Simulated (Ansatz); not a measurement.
# Ti4C5: the cost of one run

Program: Ansatz 0.2.0. Level of theory: DFT r2SCAN, scalar-relativistic, plane waves, PAW. These are calculated values, not measurements.

3 further runs of the same task are left out: 3 set aside as unsound or not needed. Runs told in other sessions of the task aren't counted.

## (1) The structure to begin with

The structure is trigonal, space group P3m1 (No. 156). The conventional cell has a = 3.060 Å, b = 3.060 Å, c = 25.746 Å, α = 90.00°, β = 90.00°, γ = 120.00°. C (site symmetry 3m) has 3 Ti at 2.16 Å in its first shell of neighbours. Around Ti (site symmetry 3m) lie 6 C at 2.16 Å. Around C (site symmetry 3m) lie 6 Ti at 2.16 Å. C (site symmetry 3m) has 6 Ti at 2.13 to 2.16 Å in its first shell of neighbours. Ti (site symmetry 3m) is surrounded by 6 C at 2.13 to 2.24 Å. C (site symmetry 3m) is surrounded by 6 Ti at 2.04 to 2.24 Å. Ti (site symmetry 3m) has 3 C at 2.04 Å in its first shell of neighbours.

Structure file:

```cif
data_structure
_symmetry_space_group_name_H-M 'P3m1'
_symmetry_Int_Tables_number 156
_cell_length_a 3.0604
_cell_length_b 3.0604
_cell_length_c 25.7457
_cell_angle_alpha 90.000
_cell_angle_beta 90.000
_cell_angle_gamma 120.000
_cell_volume 208.82
loop_
_atom_site_label
_atom_site_type_symbol
_atom_site_symmetry_multiplicity
_atom_site_Wyckoff_symbol
_atom_site_fract_x
_atom_site_fract_y
_atom_site_fract_z
_atom_site_occupancy
C1 C 1 b 0.33333 0.66667 0.33015 1
Ti1 Ti 1 c 0.66667 0.33333 0.37868 1
C2 C 1 a 0.00000 0.00000 0.42721 1
Ti2 Ti 1 b 0.33333 0.66667 0.47574 1
C3 C 1 c 0.66667 0.33333 0.52429 1
Ti3 Ti 1 a 0.00000 0.00000 0.57072 1
C4 C 1 b 0.33333 0.66667 0.62426 1
Ti4 Ti 1 c 0.66667 0.33333 0.66423 1
```

Miller indices refer to the conventional cell of the relaxed bulk, Fm-3m (No. 225): a = 4.328 Å, b = 4.328 Å, c = 4.328 Å, α = 90.00°, β = 90.00°, γ = 90.00°.

It is a (111) slab, 8.7 Å thick as cut, with 17 Å of vacuum; its outer planes are Ti (top) and C (bottom). An earlier relaxation, lower half held, gave -11025.8129 eV, work function 4.76 eV (top face), 6.87 eV (bottom face), dipole along +c 0.095 e·Å per cell.

## (2) Height changed by +0.30 Å

The adatom is now moved up and down over its best place, with everything held.

The cell repeats along c, and a dipole correction in the vacuum removes the field between the copies.

input.yaml

```yaml
crystal:
  lattice:
    - [3.060358149, 0.0, 0.0]
    - [-1.5301790745, 2.6503479017, 0.0]
    - [0.0, 0.0, 27.7457018777]
  atoms:
    - { symbol: C, position: [0.3333333333, 0.6666666667, 0.3063537566] }
    - { symbol: Ti, position: [0.6666666667, 0.3333333333, 0.3513836495] }
    - { symbol: C, position: [0.0, 0.0, 0.3964135423] }
    - { symbol: Ti, position: [0.3333333333, 0.6666666667, 0.4414434351] }
    - { symbol: C, position: [0.6666666667, 0.3333333333, 0.4864946017] }
    - { symbol: Ti, position: [0.0, 0.0, 0.529576864] }
    - { symbol: C, position: [0.3333333333, 0.6666666667, 0.5792580209] }
    - { symbol: Ti, position: [0.6666666667, 0.3333333333, 0.616351984] }
    - { symbol: C, position: [0.6666666667, 0.8333333334, 0.67222193] }
basis:
  ecutwfc: 500
kpoints:
  mp_grid: { grid: [12, 12, 1] }
hamiltonian:
  xc: r2scan
scf:
  occupations: { method: gaussian, width: 0.1 }
output:
  forces: true
  stress: true
  eigenvalues: true
  write_density: true
  write_potential: true
  elf: true
  volumetric_format: npy
efield:
  axis: 3
  dipole_correction: true
  ramp_width: 0.04
```

On the command line:

```sh
> ansatz run input.yaml --threads 2 --pin off --max-ram 5120MiB --backend cpu --events-out ev --progress --plain --runs-dir out
```

Q: Estimate wall time and peak memory on 2 threads of Arm Neoverse V2, shared host.

About 53 s, with a peak of 1 GiB.
